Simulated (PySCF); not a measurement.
# SiMe2(OSiMe3)2: geometry, NMR shifts and electronic excitations

Aim: predict the NMR shifts and electronic excitations of SiMe2(OSiMe3)2 (`C[Si](C)(C)O[Si](C)(C)O[Si](C)(C)C`).

Computed with PySCF 2.14.0, with density-fitted response routines of our own, on a single molecule in the gas phase. Atoms count from 0, in the outputs and in this text.

## (1) The starting structure

37 atoms, charge 0, multiplicity 1; geometry from: GFN2-xTB. The atoms were then displaced at random by about 0.03 Å, so the start is not that level's minimum.

Bonds of the start (Å): Si0–C1 1.86, Si0–C5 1.83, Si0–O9 1.71, Si0–O23 1.67, C1–H2 1.07, C1–H3 0.99, C1–H4 1.07, C5–H6 1.11, C5–H7 1.09, C5–H8 1.08, O9–Si10 1.64, Si10–C11 1.87, Si10–C12 1.99, Si10–C13 1.90, C11–H14 1.07, C11–H15 1.07, C11–H16 1.08, C12–H17 1.04, C12–H18 1.01, C12–H19 1.06, C13–H20 1.05, C13–H21 1.16, C13–H22 1.07, O23–Si24 1.57, Si24–C25 2.00, Si24–C26 1.92, Si24–C27 1.91, C25–H28 1.07, C25–H29 1.08, C25–H30 1.12 and more.

## (2) Geometry optimisation at PBE0-D3(BJ)/def2-SVP

The job: settings as JSON, then the geometry in Å.

```
{"job": {"xc": "PBE0", "basis": "def2-SVP", "d3": "d3bj", "grid": 1, "maxiter": 40, "shake": 0.03, "kind": "geom"}, "charge": 0, "multiplicity": 1}
Si     1.367950    -0.959090     0.568060
C      1.245990    -1.589270     2.314350
H      1.345500    -2.657950     2.304070
H      0.408870    -1.359910     2.784570
H      2.032390    -1.152690     2.902550
C      2.905190    -1.215970    -0.390640
H      3.807000    -0.840040     0.144410
H      2.943550    -0.761870    -1.385280
H      3.063320    -2.280820    -0.454120
O      1.121810     0.727470     0.615150
Si     0.295860     2.100350     0.969300
C     -0.993360     1.752850     2.275870
C     -0.548880     2.811870    -0.686500
C      1.576820     3.333050     1.634460
H     -1.657020     2.580370     2.443280
H     -0.560070     1.507050     3.223880
H     -1.644070     0.963140     1.935540
H     -1.240190     2.117540    -1.033400
H     -0.952950     3.715480    -0.481600
H      0.210400     2.946130    -1.415880
H      2.047580     2.944840     2.485780
H      2.436000     3.437900     0.858200
H      1.205020     4.320180     1.790080
O      0.041730    -1.543350    -0.257040
Si    -1.081770    -1.608870    -1.350850
C     -2.738660    -0.801500    -0.579130
C     -1.395410    -3.457550    -1.762410
C     -0.563870    -0.542990    -2.850450
H     -3.539180    -0.906990    -1.285740
H     -2.588350     0.236290    -0.340330
H     -3.002440    -1.399390     0.325370
H     -1.656710    -4.027960    -0.997110
H     -2.160900    -3.485650    -2.539150
H     -0.467730    -3.853510    -2.202300
H     -0.196620     0.422810    -2.606120
H      0.199690    -1.083530    -3.419020
H     -1.400830    -0.312020    -3.527380
```

Started as:

```bash
> OMP_NUM_THREADS=2 python probes_run.py task.json out
```

The driver reads the jobs from task.json and runs them one after another.

**Question.** This job is followed by: GIAO PBE0/pcSseg-1 NMR shielding, non-relativistic, gas phase; TDDFT PBE0/def2-SVPD, vertical, gas phase, core orbitals frozen in the response; GIAO wB97X-D/pcSseg-1 NMR shielding, non-relativistic, gas phase. What will the session give for the following? point group; rotational constants (main isotopes); 13C shifts against TMS (PBE0/pcSseg-1, means over atoms taken as alike); 1H shifts against TMS (PBE0/pcSseg-1, means over atoms taken as alike); 29Si shifts against TMS (PBE0/pcSseg-1, means over atoms taken as alike); 17O shifts against H2O (PBE0/pcSseg-1, means over atoms taken as alike); potential on the surface of density 0.002 e/bohr³, 1st and 99th percentile; lowest singlet (PBE0/def2-SVPD); lowest triplet; range of the shift of O9 (with its like atoms).

**Answer**, as computed:

| quantity | value |
| --- | --- |
| point group | C1 |
| rotational constants (main isotopes) | 0.69, 0.38, 0.32 GHz |
| 13C shifts against TMS (PBE0/pcSseg-1, means over atoms taken as alike) | 2.4, 1.7 ppm |
| 1H shifts against TMS (PBE0/pcSseg-1, means over atoms taken as alike) | 0.17, 0.05 ppm |
| 29Si shifts against TMS (PBE0/pcSseg-1, means over atoms taken as alike) | 15.6, -8.8 ppm |
| 17O shifts against H2O (PBE0/pcSseg-1, means over atoms taken as alike) | 100.4 ppm |
| potential on the surface of density 0.002 e/bohr³, 1st and 99th percentile | -1.05 V and 0.65 V |
| lowest singlet (PBE0/def2-SVPD) | 7.11 eV (174 nm), f = 0.086 |
| lowest triplet | 6.99 eV |
| range of the shift of O9 (with its like atoms) | 95.9 to 100.4 ppm |

The start of the PBE0/def2-SVP relaxation was shaken at random by about 0.03 Å, so part of the energy gained, and of the first lengths quoted, undoes that. Relaxing lowered the energy by 1.812 eV in 13 steps; the close pair that moved most is Si24–C25, from 1.998 to 1.875 Å. At PBE0/pcSseg-1: The widest tensor belongs to O9, O23: span 57 ppm, with a paramagnetic part of -178 ppm. The first singlet state (HOMO→LUMO 0.95) lies at 7.11 eV and is bright. The lowest triplet lies 0.11 eV below the lowest singlet (triplets in Tamm-Dancoff, singlets in full TDDFT). Across the 2 runs the shift of O9 (with its like atoms) moves most, between 95.9 (wB97X-D/pcSseg-1) and 100.4 ppm (PBE0/pcSseg-1). Part of that comes from the computed reference.
